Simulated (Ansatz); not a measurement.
# NbH2: how the settings move a single-point run

How sensitive is a single-point run of NbH2 to its settings? A reference run comes first, then one run with altered input.

Method: reference: DFT, r2SCAN, PAW with Ansatz's default frozen-core files, scalar-relativistic, in Ansatz 0.2.0.

## (1) The system as given

The structure is cubic, space group Fm-3m (No. 225). Conventional cell: a = 4.569 Å, b = 4.569 Å, c = 4.569 Å, α = 90.00°, β = 90.00°, γ = 90.00°. Around Nb (site symmetry m-3m) lie 8 H at 1.98 Å. Around H (site symmetry -43m) lie 4 Nb at 1.98 Å.

As a file:

```xyz
3
Lattice="0.0000 2.2846 2.2846 2.2846 0.0000 2.2846 2.2846 2.2846 0.0000" Properties=species:S:1:pos:R:3 pbc="T T T"
Nb    0.0000    0.0000    0.0000
H     1.1423    1.1423    1.1423
H     3.4268    3.4268    3.4268
```

## (2) The reference run

File input.yaml:

```yaml
crystal:
  lattice:
    - [0.0, 2.2845582332, 2.2845582332]
    - [2.2845582332, 0.0, 2.2845582332]
    - [2.2845582332, 2.2845582332, 0.0]
  atoms:
    - { symbol: Nb, position: [0.0, 0.0, 0.0] }
    - { symbol: H, position: [0.25, 0.25, 0.25] }
    - { symbol: H, position: [0.75, 0.75, 0.75] }
kpoints:
  mp_grid: { grid: [10, 10, 10] }
scf:
  occupations: { method: fermi_dirac, width: 0.05 }
hamiltonian:
  xc: r2scan
  pseudopotentials: { kind: paw }
output:
  forces: true
  stress: true
  eigenvalues: true
  efg: { contact_densities: true }
  populations: true
```

The run is started by

```bash
ansatz run input.yaml --threads 1 --pin off --max-ram 3072MiB --backend cpu --events-out ev --progress --plain --runs-dir out
```

## (3) Again, with dr2_threshold 1.0e-06, preconditioner local_kerker

input.yaml, as its differences from that of step 2:

```diff
@@ -13,2 +13,4 @@
   occupations: { method: fermi_dirac, width: 0.05 }
+  convergence: { dr2_threshold: 1.0e-06 }
+  mixing: { preconditioner: local_kerker }
 hamiltonian:
```

Before running it: what results should come out? Wanted: for each run, ending; energy change; pressure; gap; force.

The runs gave:

| run | ending | energy change | pressure (GPa) | gap (eV) | force (eV/Å) | cycles | time |
| --- | --- | --- | --- | --- | --- | --- | --- |
| reference | converged | 0 | -2.7 | 0.00 | 0.00 | 6 | 3 s |
| 1: dr2_threshold 1.0e-06, preconditioner local_kerker | converged | 0.0 meV/atom | -2.7 | 0.00 | 0.00 | 6 | 2.9 s |

Residual by cycle in the longest SCF loop of each run; runs are numbered as in the table. The quantity is the density residual dr2, in eV.

| cycle | reference | run 1 |
| --- | --- | --- |
| 1 | 0.0102 | 0.0102 |
| 2 | 8.0e-4 | 0.00303 |
| 3 | 1.1e-4 | 1.6e-5 |
| 4 | 9.0e-7 | 2.1e-6 |
| 5 | 9.8e-8 | 9.5e-8 |
| 6 | 3.5e-9 | 1.0e-8 |

**Reading.** With the changed convergence setting and mixing the energy agrees within 0.5 meV/atom.
